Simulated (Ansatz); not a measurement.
# CH5NZn: one species, many methods

The task here is to estimate one member of a computed series from the others.

The runs use Ansatz 0.2.0, Gaussian basis; functionals in def2-TZVPP, the program's frozen cores in correlated methods.

The runs, in order: LDA (SPW92), PBE-D4, revPBE-D4, BLYP-D4, r2SCAN-D4, B97M-V, PBE0-D4, B3LYP-D4, r2SCANh-D4, r2SCAN0-D4, HSE06-D4, BHLYP-D4, CAM-B3LYP-D4, LC-ωPBE, ωB97X-V, ωB97M-V, B2PLYP, PBE-QIDH; CCSD(T)/def2-SVP; CCSD(T)/def2-TZVPP; MP2/def2-QZVPP; extrapolation to the limit; RPA on PBE.

### The geometry

The geometry comes from an earlier relaxation with PBE0-D4 in a triple-zeta def2 set; it is a stationary point, not always the lowest conformer.

SMILES `[CH3][Zn][NH2]`, 8 atoms, charge 0, spin multiplicity 1.

Atoms are counted from 1 here; the program's logs count them from 0.

Bond lengths: C1–Zn2 1.927 Å, C1–H4 1.093 Å, C1–H5 1.092 Å, C1–H6 1.093 Å, Zn2–N3 1.822 Å, N3–H7 1.010 Å, N3–H8 1.010 Å. Angles: Zn2–C1–H4 110.7°, Zn2–C1–H5 111.2°, Zn2–C1–H6 110.8°, H4–C1–H5 108.1°, H4–C1–H6 107.8°, H5–C1–H6 108.2°, C1–Zn2–N3 176.0°, Zn2–N3–H7 119.2°, Zn2–N3–H8 119.2°, H7–N3–H8 108.2°.

Set-up of the first run:

File in.yaml:

```yaml
crystal:
  periodic: [false, false, false]
  atoms:
    - {symbol: C, position_ang: [-0.985819, 1.123399, -0.644567]}
    - {symbol: Zn, position_ang: [0.162442, -0.209962, 0.141044]}
    - {symbol: N, position_ang: [1.160052, -1.487693, 0.972416]}
    - {symbol: H, position_ang: [-1.868375, 0.657904, -1.090124]}
    - {symbol: H, position_ang: [-0.466115, 1.680917, -1.426609]}
    - {symbol: H, position_ang: [-1.328091, 1.834819, 0.110704]}
    - {symbol: H, position_ang: [2.024343, -1.222803, 1.421878]}
    - {symbol: H, position_ang: [1.301563, -2.376590, 0.515248]}
basis:
  gaussian: {orbitals: def2-TZVPP}
hamiltonian: {xc: lda}
output: {orbitals: {seedname: orbitals}}
```

On the command line:

```sh
ansatz run in.yaml --threads 4 --pin off --events-out ev --progress --plain --max-ram 10444MiB
```

Steps of the session up to this table: LDA; PBE-D4 (GGA); revPBE-D4 (GGA); BLYP-D4 (GGA); r2SCAN-D4 (meta-GGA); B97M-V (meta-GGA); B3LYP-D4 (hybrid); r2SCANh-D4 (hybrid); r2SCAN0-D4 (hybrid); HSE06-D4 (hybrid); BHLYP-D4 (hybrid); CAM-B3LYP-D4 (range-separated); LC-ωPBE (range-separated); ωB97X-V (range-separated); ωB97M-V (range-separated); B2PLYP (double hybrid); PBE-QIDH (double hybrid).

One of the session's tables, all rows but one given; the rest of the session is left out.

It belongs to the step «Frontier levels by functional». 

| functional | HOMO (eV) | gap (eV) |
| --- | --- | --- |
| LDA (SPW92) | -5.46 | 4.62 |
| PBE-D4 | -5.26 | 4.53 |
| revPBE-D4 | -5.19 | 4.51 |
| BLYP-D4 | ? | ? |
| r2SCAN-D4 | -5.51 | 5.22 |
| B97M-V | -5.54 | 4.83 |
| PBE0-D4 | -6.59 | 6.61 |
| B3LYP-D4 | -6.36 | 6.07 |
| r2SCANh-D4 | -6.02 | 5.97 |
| r2SCAN0-D4 | -6.78 | 7.08 |
| HSE06-D4 | -6.18 | 5.85 |
| BHLYP-D4 | -7.85 | 8.41 |
| CAM-B3LYP-D4 | -8.05 | 8.79 |
| LC-ωPBE | -9.48 | 11.38 |
| ωB97X-V | -9.07 | 10.79 |
| ωB97M-V | -8.99 | 10.28 |

Q: Estimate the row for BLYP-D4 from the others.

Worked estimate for «HOMO (eV)». Against the share of exact exchange, B3LYP-D4 (0.2, -6.36), BHLYP-D4 (0.5, -7.85) give a slope of -4.97 per unit share; at 0 the line stands at -5.37.

As computed: HOMO (eV): -5.14; gap (eV): 4.40. In «HOMO (eV)» the line misses by -0.23.
